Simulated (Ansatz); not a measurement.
# C₃H₉NZn: small, medium and large basis sets

One table from this session's results is given with a row withheld; the runs are named, their logs left out.

Method: one geometry, several basis sets; program: Ansatz 0.2.0, Gaussian basis.

Levels to be run: PBE0-D4/def2-SVP; ωB97M-V/def2-SVP; PBE0-D4/def2-QZVPP; ωB97M-V/def2-QZVPP; the functionals' def2-TZVPP values are taken from earlier runs.

### The relaxed structure

All runs share one geometry, relaxed beforehand with PBE0-D4 in a triple-zeta def2 set.

SMILES `C[CH](C)[Zn][NH2]`, 14 atoms, charge 0, spin multiplicity 1.

Atoms are counted from 1 here; the program's logs count them from 0.

Bond lengths: C1–C2 1.527 Å, C1–H6 1.098 Å, C1–H7 1.093 Å, C1–H8 1.095 Å, C2–C3 1.526 Å, C2–Zn4 1.953 Å, C2–H9 1.097 Å, C3–H10 1.094 Å, C3–H11 1.093 Å, C3–H12 1.098 Å, Zn4–N5 1.824 Å, N5–H13 1.010 Å, N5–H14 1.010 Å. Angles: C2–C1–H6 110.9°, C2–C1–H7 112.6°, C2–C1–H8 111.8°, H6–C1–H7 107.2°, H6–C1–H8 106.7°, H7–C1–H8 107.4°, C1–C2–C3 110.7°, C1–C2–Zn4 112.1°, C1–C2–H9 107.9°, C3–C2–Zn4 112.2°, C3–C2–H9 107.9°, Zn4–C2–H9 105.8°, C2–C3–H10 111.8°, C2–C3–H11 112.6°, C2–C3–H12 110.9°, H10–C3–H11 107.3°, H10–C3–H12 106.8°, H11–C3–H12 107.2° and more.

Geometry (Å):

```xyz
14
charge 0, multiplicity 1
C    -1.0313    0.1530    1.3971
C     0.2437    0.3223    0.5745
C     1.2704   -0.7456    0.9427
Zn   -0.1212    0.3637   -1.3436
N    -0.4875    0.2680   -3.1278
H    -0.8075    0.1652    2.4723
H    -1.7602    0.9461    1.2090
H    -1.5259   -0.8009    1.1890
H     0.6734    1.3020    0.8176
H     0.9120   -1.7524    0.7065
H     2.2226   -0.6089    0.4230
H     1.4826   -0.7296    2.0203
H     0.2554    0.4162   -3.7951
H    -1.3264    0.7010   -3.4856
```

The first run:

The input, in.yaml:

```yaml
crystal:
  periodic: [false, false, false]
  atoms:
    - {symbol: C, position_ang: [-1.031290, 0.153011, 1.397068]}
    - {symbol: C, position_ang: [0.243661, 0.322287, 0.574491]}
    - {symbol: C, position_ang: [1.270359, -0.745647, 0.942730]}
    - {symbol: Zn, position_ang: [-0.121199, 0.363660, -1.343586]}
    - {symbol: N, position_ang: [-0.487529, 0.267992, -3.127802]}
    - {symbol: H, position_ang: [-0.807541, 0.165175, 2.472293]}
    - {symbol: H, position_ang: [-1.760186, 0.946123, 1.209049]}
    - {symbol: H, position_ang: [-1.525934, -0.800944, 1.189048]}
    - {symbol: H, position_ang: [0.673384, 1.302020, 0.817620]}
    - {symbol: H, position_ang: [0.912046, -1.752430, 0.706536]}
    - {symbol: H, position_ang: [2.222607, -0.608856, 0.423012]}
    - {symbol: H, position_ang: [1.482599, -0.729579, 2.020276]}
    - {symbol: H, position_ang: [0.255400, 0.416203, -3.795110]}
    - {symbol: H, position_ang: [-1.326376, 0.701005, -3.485624]}
basis:
  gaussian: {orbitals: def2-SVP}
hamiltonian: {xc: pbe0, dispersion: d4}
output: {orbitals: {seedname: orbitals}}
```

Command:

```bash
$ ansatz run in.yaml --threads 4 --pin off --events-out ev --progress --plain --max-ram 11315MiB
```

Steps of the session up to this table: PBE0-D4 in def2-SVP; ωB97M-V in def2-SVP; PBE0-D4 in def2-QZVPP; ωB97M-V in def2-QZVPP.

One of the session's tables, all rows but one given; the rest of the session is left out.

It belongs to the step «Density functionals: the series». 

```
functional       basis  HOMO (eV)  LUMO (eV)
   PBE0-D4    def2-SVP      -6.04       0.27
   PBE0-D4  def2-TZVPP          ?          ?
   PBE0-D4  def2-QZVPP      -6.57      -0.22
   ωB97M-V    def2-SVP      -8.43       1.57
   ωB97M-V  def2-TZVPP      -8.88       1.32
   ωB97M-V  def2-QZVPP      -8.92       0.82
```

**Question.** Estimate the row for PBE0-D4, def2-TZVPP.

As computed: HOMO (eV): -6.52; LUMO (eV): 0.00. In the column «HOMO (eV)» it lies between PBE0-D4, def2-QZVPP (-6.57) and PBE0-D4, def2-SVP (-6.04).
